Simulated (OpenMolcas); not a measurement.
# triplet AsH3: levels of theory compared

Wanted: a comparison of 6 runs (UHF/cc-pVTZ, UB3LYP/6-31G*, U-r2SCAN/cc-pVTZ, UM06-2X/cc-pVTZ, USVWN5/cc-pVTZ) of triplet AsH3. 

The results are computed with OpenMolcas 26.06.

### 1 The system as given

The species is AsH3 (4 atoms), meant as a triplet with charge 0. SMILES of the parent species: `[AsH3]`. The coordinates come from a PBE0-D4/def2-TZVP relaxation. That shape belongs to the parent species and isn't relaxed for this state.

Bond lengths: As1–H2 1.522 Å, As1–H3 1.522 Å, As1–H4 1.522 Å. Angles: H2–As1–H3 92.0°, H2–As1–H4 92.0°, H3–As1–H4 92.0°.

### 2 A single-point energy at UHF/cc-pVTZ (run 1)

mol.xyz reads:

```xyz
4

As    -0.215800     0.487600    -0.346000
H      0.349900     0.630300     1.059400
H     -1.068000    -0.705500     0.061100
H      0.933900    -0.412500    -0.774500
```

mol.input reads:

```
&GATEWAY
 BasLib=$CurrDir
 Coord=mol.xyz
 Basis=cc-pVTZ
 Group=NoSym

&SEWARD

&SCF
 UHF
 Spin=3
 Thresholds=1e-10 1e-07 1e-07 1e-05
 PrOrbitals=1 1
```

The basis set cc-pVTZ is read from a file made from the Basis Set Exchange's data (not shown).

Launch:

```bash
$ export MOLCAS_MEM=1860
$ pymolcas mol.input > mol.log
```

What it wrote:

```text
--- Start Module: gateway ---
[...]
--- Stop Module: gateway /rc=_RC_ALL_IS_WELL_ ---
--- Start Module: seward ---
[...]
      Basis functions           85
--- Stop Module: seward /rc=_RC_ALL_IS_WELL_ ---
[...]
--- Start Module: scf ---
[...]
       Convergence after  36 Iterations
[...]
::    Total SCF energy                              -2235.7726693547
[...]
      Total spin, S                                     1.0063732089
[...]
      Total electronic charge=   36.000000
      Total            charge=   -0.000000
[...]
      Dipole Moment (debye):
      Origin of the operator (angstrom)=   -0.2046    0.4624   -0.3281
                   X= -1.3814E-01               Y=  1.5504E-01               Z= -1.3211E-01           Total=  2.4612E-01
      Quadrupole Moment (debye*angstrom):
[...]
--- Stop Module: scf /rc=_RC_ALL_IS_WELL_ ---
[...]
```

Wall time 16 s (1 thread of AMD EPYC 7R13 (Zen 3), shared host); peak memory 0.47 GiB.

### 3 The energy at UB3LYP/6-31G(d) (spherical functions) (run 2)

calc.input reads:

```
&gateway
baslib=$CurrDir
coord
4
bohr
As    -0.40780290     0.92143046    -0.65384524
H      0.66121517     1.19109438     2.00197586
H     -2.01822750    -1.33320178     0.11546227
H      1.76481523    -0.77951203    -1.46359288
basis=6-31Gs
group=NoSym
&seward
gridinput
Grid=UltraFine
End of Grid
&scf
uhf
spin=3
ksdft=B3LYP
thresholds=1e-10 1e-07 1e-07 1e-05
prorbitals=1 2
```

The basis set 6-31G* is read from a file made from the Basis Set Exchange's data (not shown).

Launch:

```bash
$ export MOLCAS_MEM=1860
$ pymolcas calc.input > calc.log
```

What it wrote:

```text
--- Start Module: gateway ---
[...]
--- Stop Module: gateway /rc=_RC_ALL_IS_WELL_ ---
--- Start Module: seward ---
[...]
      Basis functions           38
--- Stop Module: seward /rc=_RC_ALL_IS_WELL_ ---
[...]
--- Start Module: scf ---
[...]
       Convergence after  46 Iterations
[...]
::    Total KS-DFT energy                           -2237.1841967682
[...]
      Total spin, S                                     1.0012852065
[...]
      Total electronic charge=   36.000000
      Total            charge=   -0.000000
[...]
      Dipole Moment (debye):
      Origin of the operator (angstrom)=   -0.2046    0.4624   -0.3281
                   X=  1.1199E-01               Y= -1.4159E-01               Z=  1.1624E-01           Total=  2.1472E-01
      Quadrupole Moment (debye*angstrom):
[...]
--- Stop Module: scf /rc=_RC_ALL_IS_WELL_ ---
[...]
```

Wall time 22 s (1 thread of AMD EPYC 7R13 (Zen 3), shared host); peak memory 0.38 GiB.

Runs 3 to 5 aren't shown in full; the table further down has their settings and results.

### 4 A single-point energy at USVWN5/cc-pVTZ (run 6)

run.input reads:

```
* AsH3 Kohn-Sham DFT
>>> EXPORT MOLCAS_PRINT=2
&GATEWAY
BasLib=$CurrDir
BasisSet
As.cc-pVTZ....
As1 -0.215800 0.487600 -0.346000 angstrom
End of Basis
BasisSet
H.cc-pVTZ....
H2 0.349900 0.630300 1.059400 angstrom
H3 -1.068000 -0.705500 0.061100 angstrom
H4 0.933900 -0.412500 -0.774500 angstrom
End of Basis
&SEWARD
GridInput
Grid=UltraFine
End of Grid
&SCF
UHF
Spin=3
KSDFT=SVWN5
Thresholds=1e-10 1e-07 1e-07 1e-05
PrOrbitals=1 2
```

The basis set cc-pVTZ is read from a file made from the Basis Set Exchange's data (not shown).

Launch:

```bash
$ export MOLCAS_MEM=1860
$ pymolcas run.input > run.log
```

What it wrote:

```text
--- Start Module: gateway ---
[...]
--- Stop Module: gateway /rc=_RC_ALL_IS_WELL_ ---
--- Start Module: seward ---
[...]
      Basis functions           85
--- Stop Module: seward /rc=_RC_ALL_IS_WELL_ ---
[...]
--- Start Module: scf ---
[...]
       Convergence after  34 Iterations
[...]
::    Total KS-DFT energy                           -2234.1673423131
[...]
      Total spin, S                                     1.0007596085
[...]
      Total electronic charge=   36.000000
      Total            charge=   -0.000000
[...]
      Dipole Moment (debye):
      Origin of the operator (angstrom)=   -0.2046    0.4624   -0.3281
                   X=  4.0971E-02               Y=  7.2425E-02               Z=  1.2513E-01           Total=  1.5027E-01
      Quadrupole Moment (debye*angstrom):
[...]
--- Stop Module: scf /rc=_RC_ALL_IS_WELL_ ---
[...]
```

Wall time 32 s (1 thread of AMD EPYC 7R13 (Zen 3), shared host); peak memory 0.47 GiB.

### 5 All runs side by side

| run | level | integration grid | Cartesian functions | energy (Eh) | dipole moment (D) | HOMO energy (eV) | ⟨S²⟩ | wall time |
| --- | --- | --- | --- | --- | --- | --- | --- | --- |
| 1 | UHF/cc-pVTZ | – | no | -2235.772669 | 0.25 | -4.48 | 2.019 | 16 s |
| 2 | UB3LYP/6-31G* (spherical functions) | UltraFine | no | -2237.184197 | 0.21 | -1.70 | 2.004 | 22 s |
| 3 | UB3LYP/6-31G* (Cartesian functions) | UltraFine | yes | -2237.190300 | 0.21 | -1.70 | 2.004 | 22 s |
| 4 | U-r2SCAN/cc-pVTZ | UltraFine | no | -2237.475977 | 0.14 | -1.63 | 2.009 | 59 s |
| 5 | UM06-2X/cc-pVTZ | UltraFine | no | -2237.490048 | 0.30 | -3.00 | 2.006 | 2.8 min |
| 6 | USVWN5/cc-pVTZ | UltraFine | no | -2234.167342 | 0.15 | -1.37 | 2.002 | 32 s |

### 6 Summary of results

```
                                 quantity           value
                      run 6: total energy  -2234.16734 Eh
                     run 6: dipole moment          0.15 D
run 6: HOMO energy (highest over α and β)        -1.37 eV
                              run 6: ⟨S²⟩           2.002
```

**Reading.** The dipole moment (its size) runs from 0.14 D (U-r2SCAN/cc-pVTZ) to 0.30 D (UM06-2X/cc-pVTZ). Totals of different functionals can't be ranked against each other. All runs together took 5.3 min, the longest 2.8 min.
